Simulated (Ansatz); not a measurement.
# C8H8: the cost of one run

Method: the levels named in each step, in Ansatz 0.2.0.

### 1 The structure to begin with

Bond lengths (14 of 16 bonds, heavy atoms first): C1–C2 1.328 Å, C2–C3 1.458 Å, C3–C4 1.396 Å, C4–C5 1.381 Å, C5–C6 1.386 Å, C6–C7 1.385 Å, C3–C8 1.396 Å, C7–C8 1.381 Å, C1–H9 1.077 Å, C1–H10 1.076 Å, C2–H11 1.084 Å, C4–H12 1.079 Å, C5–H13 1.081 Å, C6–H14 1.080 Å. Angles (14 of 24 angles, heavy atoms first): C1–C2–C3 126.9°, C2–C3–C4 123.2°, C2–C3–C8 118.8°, C4–C3–C8 118.1°, C3–C4–C5 120.8°, C4–C5–C6 120.4°, C5–C6–C7 119.6°, C6–C7–C8 120.1°, C3–C8–C7 121.1°, C1–C2–H11 118.8°, C3–C2–H11 114.3°, C2–C1–H9 121.4°, C2–C1–H10 122.9°, C3–C4–H12 120.0°.

Structure file:

```xyz
16

C    -2.8624   -0.7826   -0.2897
C    -2.0079    0.2259   -0.1661
C    -0.5574    0.1348   -0.0443
C     0.1340   -1.0776   -0.0446
C     1.5096   -1.1067    0.0767
C     2.2275    0.0717    0.2019
C     1.5572    1.2833    0.2030
C     0.1813    1.3129    0.0818
H    -3.9222   -0.6118   -0.3733
H    -2.5507   -1.8127   -0.3122
H    -2.3938    1.2386   -0.1507
H    -0.4064   -2.0067   -0.1411
H     2.0275   -2.0553    0.0740
H     3.3029    0.0446    0.2972
H     2.1090    2.2072    0.2999
H    -0.3354    2.2627    0.0836
```

### 2 A rough first relaxation, PBE-D4/def2-SVP

This run stands in another session on the same molecule. It ended at:

```xyz
16

C    -2.9037   -0.7945   -0.2943
C    -2.0280    0.2251   -0.1685
C    -0.5641    0.1379   -0.0427
C     0.1396   -1.0903   -0.0436
C     1.5327   -1.1207    0.0785
C     2.2626    0.0749    0.2036
C     1.5821    1.3018    0.2066
C     0.1863    1.3301    0.0836
H    -3.9841   -0.6054   -0.3813
H    -2.5849   -1.8489   -0.3181
H    -2.4276    1.2549   -0.1521
H    -0.4137   -2.0366   -0.1408
H     2.0587   -2.0878    0.0758
H     3.3587    0.0475    0.2995
H     2.1427    2.2443    0.3038
H    -0.3444    2.2957    0.0863
```

### 3 Relaxation, PBE0-D4/def2-TZVP

This run stands in another session on the same molecule. It ended at:

```xyz
16

C    -2.8710   -0.7838   -0.2915
C    -2.0104    0.2227   -0.1657
C    -0.5551    0.1344   -0.0421
C     0.1378   -1.0787   -0.0427
C     1.5144   -1.1080    0.0774
C     2.2348    0.0738    0.2019
C     1.5627    1.2853    0.2032
C     0.1825    1.3118    0.0824
H    -3.9342   -0.5969   -0.3755
H    -2.5575   -1.8214   -0.3159
H    -2.4048    1.2364   -0.1501
H    -0.4063   -2.0109   -0.1388
H     2.0332   -2.0600    0.0738
H     3.3141    0.0470    0.2976
H     2.1138    2.2140    0.2985
H    -0.3409    2.2624    0.0836
```

### 4 Relaxation, PBE0-D4/def2-SVP

Input file input.yaml:

```yaml
crystal:
  periodic: [false, false, false]
  atoms:
    - { symbol: C, position_ang: [-2.87100262, -0.78381371, -0.29153094] }
    - { symbol: C, position_ang: [-2.01042712, 0.22273656, -0.16572868] }
    - { symbol: C, position_ang: [-0.55513183, 0.13438104, -0.04207524] }
    - { symbol: C, position_ang: [0.137811, -1.07866033, -0.04272304] }
    - { symbol: C, position_ang: [1.51435643, -1.10797684, 0.07740406] }
    - { symbol: C, position_ang: [2.23483431, 0.07384154, 0.20194208] }
    - { symbol: C, position_ang: [1.56272309, 1.28533684, 0.20324625] }
    - { symbol: C, position_ang: [0.18254872, 1.31177771, 0.08244623] }
    - { symbol: H, position_ang: [-3.93424231, -0.59691291, -0.37554112] }
    - { symbol: H, position_ang: [-2.55749139, -1.82137612, -0.31590316] }
    - { symbol: H, position_ang: [-2.40483797, 1.23636018, -0.15010619] }
    - { symbol: H, position_ang: [-0.40634885, -2.01088743, -0.13880901] }
    - { symbol: H, position_ang: [2.03315411, -2.05995341, 0.07378611] }
    - { symbol: H, position_ang: [3.31410334, 0.0469586, 0.29760785] }
    - { symbol: H, position_ang: [2.1138279, 2.21396547, 0.29846708] }
    - { symbol: H, position_ang: [-0.34090681, 2.26243282, 0.08364771] }
basis:
  gaussian: { orbitals: def2-SVP }
hamiltonian:
  xc: pbe0
  dispersion: d4
relax:
  f_tol: 0.004
  max_steps: 80
```

Run with:

```
$ ansatz run input.yaml --threads 4 --pin off --max-ram 10240MiB --backend cpu --events-out ev --progress --plain --runs-dir out
```

**Question.** How long does this run take on 4 threads of Arm Neoverse V2, shared host, and how much memory does it need?

About 23 s, with a peak of 0.47 GiB.
